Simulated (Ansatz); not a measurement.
# C5H12Si: the cost of one run

Program: Ansatz 0.2.0. Level of theory: the levels named in each step. These are calculated values, not measurements.

### 1 Starting point

Bond lengths (14 of 18 bonds, heavy atoms first): Si1–C2 1.899 Å, C2–C3 1.528 Å, C3–C4 1.534 Å, C4–C5 1.541 Å, C2–C6 1.529 Å, C5–C6 1.534 Å, Si1–H7 1.466 Å, Si1–H8 1.464 Å, Si1–H9 1.465 Å, C2–H10 1.096 Å, C3–H11 1.089 Å, C3–H12 1.092 Å, C4–H13 1.091 Å, C4–H14 1.090 Å. Angles (14 of 36 angles, heavy atoms first): Si1–C2–C3 114.7°, Si1–C2–C6 114.6°, C3–C2–C6 101.7°, C2–C3–C4 104.3°, C3–C4–C5 105.7°, C4–C5–C6 105.7°, C2–C6–C5 104.3°, Si1–C2–H10 109.5°, C3–C2–H10 107.9°, C6–C2–H10 107.9°, C2–Si1–H7 109.2°, C2–Si1–H8 109.3°, C2–Si1–H9 109.4°, C2–C3–H11 112.6°.

Structure file:

```xyz
18

Si    2.0217    0.6533    0.0425
C     0.1349    0.4669   -0.0708
C    -0.3479   -0.5067   -1.1455
C    -1.8174   -0.7664   -0.7904
C    -1.9327   -0.5052    0.7241
C    -0.5253   -0.1050    1.1845
H     2.5311    1.1736   -1.2295
H     2.3517    1.5798    1.1265
H     2.6255   -0.6547    0.3090
H    -0.3177    1.4443   -0.2742
H    -0.2303   -0.1098   -2.1532
H     0.2199   -1.4371   -1.0805
H    -2.4627   -0.0814   -1.3415
H    -2.1164   -1.7812   -1.0513
H    -2.6345    0.3076    0.9143
H    -2.2924   -1.3824    1.2611
H     0.0221   -0.9891    1.5173
H    -0.5472    0.6077    2.0081
```

### 2 A rough first relaxation, PBE-D4/def2-SVP

This run stands in another session on the same molecule. It ended at:

```xyz
18

Si    2.0205    0.6672    0.0382
C     0.1364    0.4666   -0.0704
C    -0.3546   -0.5090   -1.1610
C    -1.8349   -0.7786   -0.7979
C    -1.9514   -0.5147    0.7325
C    -0.5341   -0.1021    1.1983
H     2.5836    1.2025   -1.2533
H     2.4011    1.6146    1.1469
H     2.6560   -0.6720    0.3165
H    -0.2907    1.4761   -0.2769
H    -0.2232   -0.1164   -2.1897
H     0.2294   -1.4543   -1.1011
H    -2.4958   -0.0869   -1.3594
H    -2.1465   -1.8051   -1.0775
H    -2.6698    0.3075    0.9281
H    -2.3266   -1.3970    1.2891
H     0.0282   -0.9983    1.5433
H    -0.5453    0.6140    2.0449
```

### 3 Relaxation, PBE0-D4/def2-TZVP

This run stands in another session on the same molecule. It ended at:

```xyz
18

Si    1.9931    0.6519    0.0389
C     0.1307    0.4740   -0.0720
C    -0.3525   -0.4967   -1.1535
C    -1.8179   -0.7758   -0.7904
C    -1.9333   -0.5142    0.7271
C    -0.5305   -0.0931    1.1876
H     2.5608    1.1739   -1.2351
H     2.3806    1.5821    1.1354
H     2.6013   -0.6804    0.3146
H    -0.2951    1.4665   -0.2755
H    -0.2330   -0.1043   -2.1657
H     0.2291   -1.4242   -1.0982
H    -2.4756   -0.1003   -1.3427
H    -2.1143   -1.7915   -1.0599
H    -2.6476    0.2898    0.9201
H    -2.2917   -1.3893    1.2727
H     0.0293   -0.9711    1.5302
H    -0.5510    0.6167    2.0173
```

### 4 Relaxation, PBE0-D4/def2-SVP

Input file input.yaml:

```yaml
crystal:
  periodic: [false, false, false]
  atoms:
    - { symbol: Si, position_ang: [1.99311237, 0.65193676, 0.03888333] }
    - { symbol: C, position_ang: [0.13067328, 0.47402934, -0.07203345] }
    - { symbol: C, position_ang: [-0.35252774, -0.49667711, -1.15353961] }
    - { symbol: C, position_ang: [-1.817924, -0.77576312, -0.7903725] }
    - { symbol: C, position_ang: [-1.93329308, -0.51416334, 0.72705385] }
    - { symbol: C, position_ang: [-0.5305061, -0.09312321, 1.18756598] }
    - { symbol: H, position_ang: [2.5608363, 1.17390498, -1.23511905] }
    - { symbol: H, position_ang: [2.38062864, 1.58214043, 1.13542064] }
    - { symbol: H, position_ang: [2.60126599, -0.68040892, 0.31456825] }
    - { symbol: H, position_ang: [-0.29510881, 1.46645456, -0.27547271] }
    - { symbol: H, position_ang: [-0.23299655, -0.1043402, -2.16569156] }
    - { symbol: H, position_ang: [0.22914736, -1.42418332, -1.09819237] }
    - { symbol: H, position_ang: [-2.47559207, -0.10032102, -1.3427452] }
    - { symbol: H, position_ang: [-2.11431156, -1.79146404, -1.05986052] }
    - { symbol: H, position_ang: [-2.6475973, 0.28981468, 0.9200703] }
    - { symbol: H, position_ang: [-2.2916976, -1.38931309, 1.27274428] }
    - { symbol: H, position_ang: [0.02931178, -0.97111611, 1.5302189] }
    - { symbol: H, position_ang: [-0.55098092, 0.6167027, 2.01726141] }
basis:
  gaussian: { orbitals: def2-SVP }
hamiltonian:
  xc: pbe0
  dispersion: d4
relax:
  f_tol: 0.004
  max_steps: 80
```

The run is started by

```
$ ansatz run input.yaml --threads 4 --pin off --max-ram 10240MiB --backend cpu --events-out ev --progress --plain --runs-dir out
```

**Question.** How long does this run take on 4 threads of Intel Xeon at 2.70GHz, shared host, and how much memory does it need?

About 22 s, with a peak of 0.46 GiB.
